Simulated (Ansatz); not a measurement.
**C2H8AlNS: one species, many methods**

The task here is to estimate one member of a computed series from the others.

The runs use Ansatz 0.2.0, Gaussian basis; functionals in def2-TZVPP, the program's frozen cores in correlated methods.

Plan: PBE-D4, r2SCAN-D4, PBE0-D4, B3LYP-D4, ωB97X-V, ωB97M-V, B2PLYP; CCSD(T)/def2-TZVPP; MP2/def2-QZVPP; extrapolation to the limit.

## The relaxed structure

All runs share one geometry, relaxed beforehand with PBE0-D4 in a triple-zeta def2 set.

13 atoms, charge 0, spin multiplicity 1.

Atoms are counted from 1 here; the program's logs count them from 0.

Bond lengths: C1–C2 1.475 Å, C1–H6 1.095 Å, C1–H7 1.094 Å, C1–H8 1.094 Å, C2–N3 1.292 Å, C2–Al4 2.074 Å, N3–H9 1.016 Å, N3–H10 1.016 Å, Al4–S5 2.252 Å, Al4–H11 1.598 Å, Al4–H12 1.619 Å, S5–H13 1.343 Å. Angles: C2–C1–H6 114.8°, C2–C1–H7 107.7°, C2–C1–H8 108.7°, H6–C1–H7 109.7°, H6–C1–H8 109.7°, H7–C1–H8 105.7°, C1–C2–N3 117.6°, C1–C2–Al4 127.4°, N3–C2–Al4 114.9°, C2–N3–H9 118.2°, C2–N3–H10 123.7°, H9–N3–H10 118.0°, C2–Al4–S5 100.6°, C2–Al4–H11 107.9°, C2–Al4–H12 96.2°, S5–Al4–H11 115.5°, S5–Al4–H12 112.2°, H11–Al4–H12 120.2° and more.

The first run:

Contents of in.yaml:

```yaml
crystal:
  periodic: [false, false, false]
  atoms:
    - {symbol: C, position_ang: [-1.232250, 0.513703, 0.943146]}
    - {symbol: C, position_ang: [0.010924, -0.173257, 0.543835]}
    - {symbol: N, position_ang: [0.895965, -0.389179, 1.459993]}
    - {symbol: Al, position_ang: [0.590840, -0.712687, -1.372662]}
    - {symbol: S, position_ang: [0.824853, 1.316200, -2.321237]}
    - {symbol: H, position_ang: [-1.292470, 0.775668, 2.005000]}
    - {symbol: H, position_ang: [-1.322709, 1.418202, 0.334036]}
    - {symbol: H, position_ang: [-2.084665, -0.114933, 0.669220]}
    - {symbol: H, position_ang: [1.762491, -0.847300, 1.192730]}
    - {symbol: H, position_ang: [0.784430, -0.107430, 2.429361]}
    - {symbol: H, position_ang: [-0.557517, -1.634768, -1.993537]}
    - {symbol: H, position_ang: [2.013532, -1.357620, -0.948347]}
    - {symbol: H, position_ang: [-0.373124, 1.278402, -2.926739]}
basis:
  gaussian: {orbitals: def2-TZVPP}
hamiltonian: {xc: pbe, dispersion: d4}
output: {forces: true, orbitals: {seedname: orbitals}}
```

Run with:

```bash
ansatz run in.yaml --threads 4 --pin off --events-out ev --progress --plain --max-ram 10444MiB
```

Among the steps run: PBE-D4 (GGA); r2SCAN-D4 (meta-GGA); PBE0-D4 (hybrid); B3LYP-D4 (hybrid); ωB97X-V (range-separated); ωB97M-V (range-separated); B2PLYP (double hybrid); CCSD(T) in def2-TZVPP; MP2 in def2-QZVPP.

One table of the session follows, with a row left open; its other results are not shown here.

It belongs to the step «Atomisation energies». 

```
            method  atomisation energy (eV)
            PBE-D4                   46.790
         r2SCAN-D4                   46.149
           PBE0-D4                   46.094
          B3LYP-D4                   46.151
           ωB97X-V                   46.295
           ωB97M-V                   46.313
            B2PLYP                   45.473
     HF/def2-TZVPP                   33.399
    MP2/def2-TZVPP                   45.037
   CCSD/def2-TZVPP                        ?
CCSD(T)/def2-TZVPP                   44.790
           MP2/CBS                   46.299
       CCSD(T)/CBS                   46.051
```

Estimate the missing values for CCSD/def2-TZVPP.

As computed: atomisation energy (eV): 44.148. In the column «atomisation energy (eV)» it lies between HF/def2-TZVPP (33.399) and CCSD(T)/def2-TZVPP (44.790).

Caveats from the session: Free atoms (2 C, 1 N, 1 Al, 1 S, 8 H) were run apart at each level; the atomisation energy is their sum less the molecule, without zero-point or spin-orbit terms.
